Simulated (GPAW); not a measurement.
Crystal: TiO2.

```
CELL_PARAMETERS angstrom
-1.89225 1.89225 4.75715
1.89225 -1.89225 4.75715
1.89225 1.89225 -4.75715
ATOMIC_POSITIONS crystal
Ti 0.00000 0.00000 0.00000
Ti 0.75000 0.25000 0.50000
O 0.20806 0.20806 0.00000
O 0.95806 0.45806 0.50000
O 0.54194 0.04194 0.50000
O 0.79194 0.79194 0.00000
```

Base run:

* Program: GPAW 26.7.0
* Functional: GLLB-SC
* Potentials or basis: the program's PAW data sets (release 1.2.1) made for this functional
* Cutoff: 800 eV
* Basis: pw
* k mesh: 6 × 6 × 6
* Occupations: fermi-dirac, width 0.05 eV
* Spin: no spin polarisation

Its results: band gap on the k mesh, kohn-sham part alone 3.42 eV, indirect (least direct gap 3.70 eV).

Task: The run is repeated on the same cell with these changes: functional from GLLB-SC to LDA. What comes out?

Result: Band gap on the k mesh 2.07 eV, indirect (least direct gap 2.38 eV).

Caveats: a model potential gives levels but no total energy (some runs).

A k mesh can miss the band edges.
